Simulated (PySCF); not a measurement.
# C3H8FGeN: spin-spin couplings

What spin-spin couplings should C3H8FGeN (`[H]/N=C\[C@H](F)[CH2][GeH3]`) show?

Programs: PySCF 2.14.0, with density-fitted response routines of our own. Each step states its level of theory. These are calculated values for one molecule in the gas phase, unless marked as measured. Atoms count from 0, in the outputs and in this text.

### Step 1. The starting structure

14 atoms, charge 0, multiplicity 1; geometry from: GFN2-xTB.

Bonds of the start (Å): N0–C1 1.25, C1–C2 1.51, C2–F3 1.39, C2–C4 1.52, C4–Ge5 1.98, N0–H6 1.02, C1–H7 1.09, C2–H8 1.10, C4–H9 1.09, C4–H10 1.09, Ge5–H11 1.49, Ge5–H12 1.49, Ge5–H13 1.50.

### Step 2. J couplings: B3LYP/pcSseg-1+pcJ-1

Job settings and geometry (Å):

```
{"job": {"kind": "j", "xc": "B3LYP", "basis": "pcJ-1"}, "charge": 0, "multiplicity": 1}
N      2.714816    -0.300578     0.963725
C      2.005650     0.257829     0.100298
C      0.538325     0.586299     0.176107
F      0.056957     0.299472     1.452059
C     -0.275662    -0.224884    -0.820411
Ge    -2.145473    -0.306776    -0.169972
H      2.229680    -0.529011     1.832104
H      2.468692     0.520412    -0.847393
H      0.373513     1.661983     0.037094
H      0.132294    -1.234996    -0.891869
H     -0.204697     0.228859    -1.807610
H     -2.600966     1.064682     0.204347
H     -2.263999    -1.203153     1.010492
H     -3.029806    -0.820613    -1.261136
```

With the program's defaults for keys left out, this is: B3LYP/pcJ-1 Ge:pcSseg-1 indirect spin-spin coupling, non-relativistic, gas phase.

On the command line:

```console
OMP_NUM_THREADS=1 python probes_run.py task.json out
```

This one command runs all jobs of the session in turn.

What it wrote:

```text
coarse grid: 53152 points
cycle   1  E = -2350.4277382201  dE = -1.151e-01  |g| = 1.084e+00  |ddm| = 3.116e+00
cycle   2  E = -2350.2785117607  dE =  1.492e-01  |g| = 1.390e+00  |ddm| = 1.502e+00
cycle   3  E = -2350.5246428906  dE = -2.461e-01  |g| = 3.016e-01  |ddm| = 1.083e+00
cycle   4  E = -2350.5408714768  dE = -1.623e-02  |g| = 1.001e-01  |ddm| = 2.428e-01
cycle   5  E = -2350.5426071080  dE = -1.736e-03  |g| = 2.182e-02  |ddm| = 8.169e-02
cycle   6  E = -2350.5426859754  dE = -7.887e-05  |g| = 6.036e-03  |ddm| = 1.789e-02
cycle   7  E = -2350.5426911073  dE = -5.132e-06  |g| = 1.101e-03  |ddm| = 4.938e-03
final grid: 112240 points
cycle   8  E = -2350.5426358354  dE =  1.454e-07  |g| = 1.550e-03  |ddm| = 2.660e-03
cycle   9  E = -2350.5426352677  dE =  5.677e-07  |g| = 2.338e-03  |ddm| = 2.756e-03
cycle  10  E = -2350.5426363269  dE = -1.059e-06  |g| = 1.329e-04  |ddm| = 1.604e-03
cycle  11  E = -2350.5426363304  dE = -3.502e-09  |g| = 3.441e-05  |ddm| = 1.244e-04
cycle  12  E = -2350.5426363306  dE = -1.637e-10  |g| = 5.322e-06  |ddm| = 2.334e-05
converged SCF energy = -2350.5426363306

Indirect spin-spin couplings (Hz)
  i      j    bonds     total        FC       PSO       DSO        SD
  0 N    1 C    1     -6.055   -12.329     8.357    -0.056    -2.027
  0 N    2 C    2      1.142     0.567     0.644     0.015    -0.084
  0 N    3 F    3      7.469     6.153     1.304     0.000     0.012
  0 N    4 C    3     -0.859    -0.816    -0.121     0.014     0.064
  0 N    6 H    1    -52.699   -51.757    -0.663    -0.259    -0.020
  0 N    7 H    2    -14.025   -15.414     1.278     0.221    -0.110
  0 N    8 H    3     -1.480    -1.467    -0.145     0.173    -0.042
  0 N    9 H    4     -0.287    -0.021    -0.082    -0.012    -0.172
  1 C    2 C    1     40.209    41.829    -1.944     0.325         -
  1 C    3 F    2     20.803    21.871    -1.953     0.102     0.784
  1 C    4 C    2     -0.002     0.103    -0.190     0.085         -
  1 C    6 H    2     -8.820    -5.611    -2.576    -0.634         -
  1 C    7 H    1    180.329   179.773    -0.463     1.019         -
  1 C    8 H    2     -0.329    -0.285    -0.117     0.073         -
  1 C    9 H    3      5.689     5.484    -0.171     0.375         -
  1 C   10 H    3      0.156     0.131    -0.072     0.098         -
  1 C   11 H    4     -0.237    -0.171     0.164    -0.230         -
  1 C   12 H    4      0.393     0.458     0.125    -0.190         -
  1 C   13 H    4      0.337     0.545     0.181    -0.389         -
  2 C    3 F    1   -207.207  -256.633    25.075     1.078    23.273
  2 C    4 C    1     37.069    37.765    -1.050     0.354         -
  2 C    6 H    3     12.362    12.524    -0.266     0.104         -
  2 C    7 H    2     26.815    26.873    -0.107     0.049         -
  2 C    8 H    1    158.766   157.984    -0.620     1.402         -
  2 C    9 H    2     -5.433    -5.402    -0.243     0.212         -
  2 C   10 H    2      1.177     1.015    -0.052     0.213         -
  2 C   11 H    3      1.832     1.843    -0.113     0.102         -
  2 C   12 H    3     -0.422    -0.287     0.091    -0.225         -
  2 C   13 H    3      3.304     3.819     0.209    -0.724         -
  3 F    4 C    2     33.463    33.918    -1.397     0.228     0.713
  3 F    6 H    4     -1.881    -2.114    -1.508     1.980    -0.239
  3 F    7 H    3     14.426    15.557     0.854    -1.826    -0.160
  3 F    8 H    2     54.407    50.357     7.986    -0.212    -3.725
  3 F    9 H    3     -1.612    -2.968     1.658    -0.113    -0.189
  3 F   10 H    3     48.061    49.081     0.885    -1.664    -0.240
  3 F   11 H    4      3.659     3.320    -0.226     0.602    -0.037
  3 F   12 H    4     11.766    11.553    -1.474     1.486     0.200
  3 F   13 H    4     26.682    29.200     0.964    -3.423    -0.058
  4 C    6 H    4     -1.185    -1.288     0.181    -0.078         -
  4 C    7 H    3      0.589     0.420     0.015     0.154         -
  4 C    8 H    2     -1.531    -1.624    -0.050     0.143         -
  4 C    9 H    1    137.179   134.856     1.027     1.296         -
  4 C   10 H    1    137.280   134.886     1.148     1.245         -
  4 C   11 H    2      4.667     5.147     0.063    -0.543         -
  4 C   12 H    2      3.545     4.062     0.078    -0.595         -
  4 C   13 H    2      9.531    10.025     0.039    -0.534         -
  6 H    7 H    3     27.860    28.494     3.448    -4.082         -
  6 H    8 H    4     -2.083    -2.053     1.298    -1.329         -
  6 H    9 H    5      0.406     0.243    -0.018     0.181         -
  6 H   11 H    6     -0.300    -0.010     0.507    -0.796         -
  6 H   12 H    6      0.236     0.009    -0.143     0.369         -
  6 H   13 H    6     -0.841    -0.011     0.588    -1.418         -
  7 H    8 H    3      1.079     0.865     0.340    -0.126         -
  7 H    9 H    4      0.178    -0.088    -0.115     0.380         -
  7 H   10 H    4      0.759     0.470    -0.726     1.015         -
  7 H   11 H    5     -0.181     0.044     0.703    -0.928         -
  7 H   12 H    5     -0.402    -0.033     0.895    -1.264         -
  7 H   13 H    5     -0.612    -0.059     0.618    -1.170         -
  8 H    9 H    3     14.817    14.609     2.501    -2.294         -
  8 H   10 H    3      5.794     5.319    -0.270     0.745         -
  8 H   11 H    4      0.697    -0.029    -0.866     1.592         -
  8 H   12 H    4     -0.995    -0.036     0.971    -1.930         -
  8 H   13 H    4     -1.631    -0.052     0.819    -2.398         -
  9 H   10 H    2    -14.051   -15.150     2.319    -1.220         -
  9 H   11 H    3      7.047     9.368     1.624    -3.945         -
  9 H   12 H    3      1.873     2.254    -0.036    -0.346         -
  9 H   13 H    3     -1.329    -0.539     0.355    -1.145         -
 10 H   11 H    3     -0.970    -0.193     0.439    -1.216         -
 10 H   12 H    3      6.238     8.549     1.626    -3.937         -
 10 H   13 H    3      1.415     1.720     0.042    -0.346         -
 11 H   12 H    2      5.238     8.852     1.122    -4.736         -
 11 H   13 H    2      6.447     9.926     1.168    -4.647         -
 12 H   13 H    2      9.655    13.219     1.196    -4.760         -
```

Wall time 93 s (1 thread of Arm Neoverse V1, shared host); peak memory 1 GiB.

A choice of the couplings up to four bonds, sorted by the number of bonds, with means over like pairs; isotopes 13C, 19F, 1H, 15N:

| pair | bonds | J (Hz) | Fermi contact (Hz) | dihedral (°) |
| --- | --- | --- | --- | --- |
| C2–F3 | 1 | -207.2 | -256.6 | – |
| C1–H7 | 1 | 180.3 | 179.8 | – |
| C2–H8 | 1 | 158.8 | 158.0 | – |
| C4–H10 | 1 | 137.3 | 134.9 | – |
| C4–H9 | 1 | 137.2 | 134.9 | – |
| N0–H6 | 1 | -52.7 | -51.8 | – |
| C1–C2 | 1 | 40.2 | 41.8 | – |
| C2–C4 | 1 | 37.1 | 37.8 | – |
| N0–C1 | 1 | -6.1 | -12.3 | – |
| F3–H8 | 2 | 54.4 | 50.4 | – |
| F3–C4 | 2 | 33.5 | 33.9 | – |
| C2–H7 | 2 | 26.8 | 26.9 | – |
| C1–F3 | 2 | 20.8 | 21.9 | – |
| H9–H10 | 2 | -14.1 | -15.2 | – |
| N0–H7 | 2 | -14.0 | -15.4 | – |
| C1–H6 | 2 | -8.8 | -5.6 | – |
| H11–H12 | 2 | 7.1 | 10.7 | – |
| C4–H11 | 2 | 5.9 | 6.4 | – |
| F3–H10 | 3 | 48.1 | 49.1 | 159 |
| H6–H7 | 3 | 27.9 | 28.5 | -180 |
| H8–H9 | 3 | 14.8 | 14.6 | 162 |
| F3–H7 | 3 | 14.4 | 15.6 | -176 |
| C2–H6 | 3 | 12.4 | 12.5 | -2 |
| N0–F3 | 3 | 7.5 | 6.2 | 6 |
| H8–H10 | 3 | 5.8 | 5.3 | 44 |
| C1–H9 | 3 | 5.7 | 5.5 | 37 |
| H9–H11 | 3 | 2.5 | 3.7 | – |
| F3–H11 | 4 | 14.0 | 14.7 | – |
| H6–H8 | 4 | -2.1 | -2.1 | – |
| F3–H6 | 4 | -1.9 | -2.1 | – |
| C4–H6 | 4 | -1.2 | -1.3 | – |

The spin-dipole term was solved for some atoms only; pairs without it lack that part.

The response was solved for the nuclei of C, F, H, N alone, so couplings that need other nuclei can be missing.

Quadrupole couplings from the field gradients of the same density:

| atom | isotope | eQq/h (MHz) | η |
| --- | --- | --- | --- |
| Ge5 | 73Ge | -24.1 | 0.30 |
| N0 | 14N | -4.963 | 0.48 |

### Step 3. What came out

| quantity | value |
| --- | --- |
| largest coupling of the table (B3LYP/pcSseg-1+pcJ-1) | 1J(C,F) C2–F3, -207.2 Hz |

**Reading.** In the run at B3LYP/pcSseg-1+pcJ-1, the largest coupling of the table is C2–F3, -207.2 Hz, of which the Fermi-contact term gives -256.6 Hz. Couplings across rotatable bonds belong to this one conformer; where others are populated, the observed values are averages. Spin-orbit coupling is left out, which matters for shieldings and couplings at and beside the heavy atoms.
